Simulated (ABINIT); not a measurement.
Input of an ABINIT 10.8.3 (patched build) run:

Contents of run.abi:

```
# Pseudopotentials
pp_dirpath "./"
pseudos "Ta.GGA_PBE-JTH.xml, O.GGA_PBE-JTH.xml"

# Structure
acell 3*1.0
rprim
     5.7941081680     0.0000000000     0.0000000000
    -2.8970635326     5.0178464705     0.0000000000
     0.0000000000     0.0000000000     7.2849320050
ntypat 2
znucl 73 8
natom 2
typat 1 2
xcart
     0.0000000000     0.0000000000     3.6424660025
     0.0000000000     0.0000000000     0.0000000000

# Plane-wave basis
ecut 28.0
pawecutdg 50.0
pawxcdev 0
pawovlp 30

# k points
kptopt 1
ngkpt 10 10 7
nshiftk 1
shiftk 0.0 0.0 0.0

# Exchange and correlation
ixc -120135

# Bands and occupations
nband 14
occopt 3
tsmear 0.00183747

# SCF cycle
nstep 100
tolvrs 1.0e-9

# Output
iomode 3
prtwf 0
prteig 0
prtebands 0
enunit 2
prtden 1
prtvha 1
prtvclmb 1
prtpot 1
```

Potentials or basis: JTH PAW PBE v2.0.

Command:

```console
$ abinit run.abi > log 2>&1
```

(1) Estimate the pressure.

(2) Predict the band gap on the k mesh.

Answers

(1) -5.5 GPa.

(2) none (metal or under the smearing width).

Caveat: the PAW data sets were made with another functional, which shifts forces and pressure a little; an odd number of electrons without spin polarisation forces a metal; a magnetic or distorted state may lie lower; the atomic spheres overlap.
